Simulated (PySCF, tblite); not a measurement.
# C13H16O: geometry, infrared bands, NMR shifts and electronic excitations

What infrared bands, NMR shifts and electronic excitations should C13H16O (`CC(C)(C)C(=O)/C=C/c1ccccc1`) show?

The runs use tblite 0.8.0 and PySCF 2.14.0, with density-fitted response routines of our own; the level of theory stands in each step. All values are computed, except where a source is named. Atoms count from 0, in the outputs and in this text.

## (1) The starting structure

30 atoms, charge 0, multiplicity 1; geometry from: force field or distance geometry start.

Bonds of the start (Å): C0–C1 1.53, C1–C2 1.52, C1–C3 1.53, C1–C4 1.56, C4–O5 1.22, C4–C6 1.50, C6–C7 1.35, C7–C8 1.47, C8–C9 1.40, C9–C10 1.40, C10–C11 1.39, C11–C12 1.39, C12–C13 1.38, C13–C8 1.40, C0–H14 1.11, C0–H15 1.10, C0–H16 1.10, C2–H17 1.11, C2–H18 1.08, C2–H19 1.10, C3–H20 1.09, C3–H21 1.11, C3–H22 1.08, C6–H23 1.08, C7–H24 1.09, C9–H25 1.09, C10–H26 1.09, C11–H27 1.09, C12–H28 1.10, C13–H29 1.08.

## (2) Geometry optimisation with GFN2-xTB

The job: settings as JSON, then the geometry in Å.

```
{"job": {"kind": "relax", "xc": "GFN2-xTB", "basis": "xTB"}, "charge": 0, "multiplicity": 1}
C     -3.957500     0.384600     0.779500
C     -2.717900     0.144700    -0.090000
C     -2.664300     1.190800    -1.192300
C     -2.806400    -1.263100    -0.687600
C     -1.455600     0.257200     0.812600
O     -1.528400     0.521600     2.003300
C     -0.118200     0.047900     0.161500
C      1.009700     0.146100     0.897900
C      2.357800    -0.039400     0.343000
C      3.386600     0.770200     0.829000
C      4.690600     0.617400     0.341800
C      4.970000    -0.353500    -0.615100
C      3.948300    -1.170100    -1.082000
C      2.654200    -1.019800    -0.614400
H     -3.950000     1.394300     1.235100
H     -4.884300     0.311500     0.195300
H     -4.036900    -0.338100     1.599500
H     -3.604300     1.185900    -1.776200
H     -1.852000     1.021400    -1.891300
H     -2.532700     2.201700    -0.775100
H     -1.989200    -1.468500    -1.371500
H     -2.764600    -2.031800     0.107300
H     -3.736600    -1.397700    -1.218400
H     -0.103900    -0.178400    -0.895200
H      0.953500     0.393400     1.956300
H      3.182700     1.531400     1.582000
H      5.490400     1.260600     0.722200
H      5.987300    -0.469300    -0.985200
H      4.174500    -1.936000    -1.833600
H      1.879100    -1.686400    -0.974200
```

Command:

```
> OMP_NUM_THREADS=2 python probes_run.py task.json out
```

This one command runs all jobs of the session in turn.

**Question.** This job is followed by: GFN2-xTB harmonic vibrations, gas phase; PBE0-D3(BJ)/def2-SVP geometry optimisation, gas phase; GIAO PBE0/pcSseg-1 NMR shielding, non-relativistic, gas phase; TDDFT CAM-B3LYP/def2-SVPD, vertical, gas phase, core orbitals frozen in the response; GIAO wB97X-D/pcSseg-1 NMR shielding, non-relativistic, gas phase. Predict these results of the whole session: strongest single infrared mode (GFN2-xTB); zero-point energy (GFN2-xTB); rotational constants (main isotopes); 13C shifts against TMS (PBE0/pcSseg-1, means over atoms taken as alike); 1H shifts against TMS (PBE0/pcSseg-1, means over atoms taken as alike); 17O shifts against H2O (PBE0/pcSseg-1); lowest singlet (CAM-B3LYP/def2-SVPD); brightest single state of those computed; lowest triplet; range of the shift of O5.

The runs gave:

| quantity | value |
| --- | --- |
| strongest single infrared mode (GFN2-xTB) | 1619 cm⁻¹, 223 km/mol |
| zero-point energy (GFN2-xTB) | 156.8 kcal/mol |
| rotational constants (main isotopes) | 1.88, 0.28, 0.26 GHz |
| 13C shifts against TMS (PBE0/pcSseg-1, means over atoms taken as alike) | 205.7, 151.2, 139.1, 136.7, 134.9, 134.4, 122.6, 43.8, 27.5 ppm |
| 1H shifts against TMS (PBE0/pcSseg-1, means over atoms taken as alike) | 7.95, 7.82, 7.54, 7.49, 7.25, 1.15 ppm |
| 17O shifts against H2O (PBE0/pcSseg-1) | 603.0 ppm |
| lowest singlet (CAM-B3LYP/def2-SVPD) | 3.71 eV (335 nm), f = 0.000 |
| brightest single state of those computed | state 2, 4.45 eV, f = 0.699 |
| lowest triplet | 2.77 eV |
| range of the shift of O5 | 598.9 to 603.0 ppm |

In words: Over 156 steps the energy fell by 0.153 eV; of the close pairs, C4–C6 changed most, 1.502 to 1.471 Å (GFN2-xTB). All 84 modes are real, so the xTB geometry is a minimum. The strongest single mode, at 1619 cm⁻¹, is spread over many atoms; the largest shares are those of C7, C6. GFN2-xTB is a fitted tight-binding method: band positions and strengths are rough. Its intensities can rank the bands wrongly. Relaxing lowered the energy by 0.199 eV in 10 steps; the close pair that moved most is C3–H20, from 1.054 to 1.101 Å (PBE0/def2-SVP). The most deshielded carbon is C4 (ketone carbonyl carbon), at 205.7 ppm: low-lying n→π* states of the double bond to the heteroatom give a large paramagnetic term (-271 ppm). H24 (hydrogen on a β carbon of a C=C–C=O unit) lies farthest downfield among hydrogen, at 7.95 ppm; attached to an sp2 carbon and in the plane of the double bond. At PBE0/pcSseg-1: Shielding is most anisotropic at O5 (span 1216 ppm, paramagnetic term -671 ppm). NICS(1)zz of -26 ppm above the planar ring from C8 marks a diatropic (aromatic) ring current. The first singlet state (HOMO−1→LUMO 0.81, HOMO−1→LUMO+3 0.14) lies at 3.71 eV and is dark; of the 10 states computed, the strongest absorption comes from state 2 at 4.45 eV (the last state computed is bright too, and its partners may lie past the list). The lowest triplet lies 0.93 eV below the lowest singlet (triplets in Tamm-Dancoff, singlets in full TDDFT). In ppm, O5 moves most: its shift spreads over 4.1 ppm, from 598.9 (wB97X-D/pcSseg-1) to 603.0 (PBE0/pcSseg-1). Part of that comes from the computed reference.
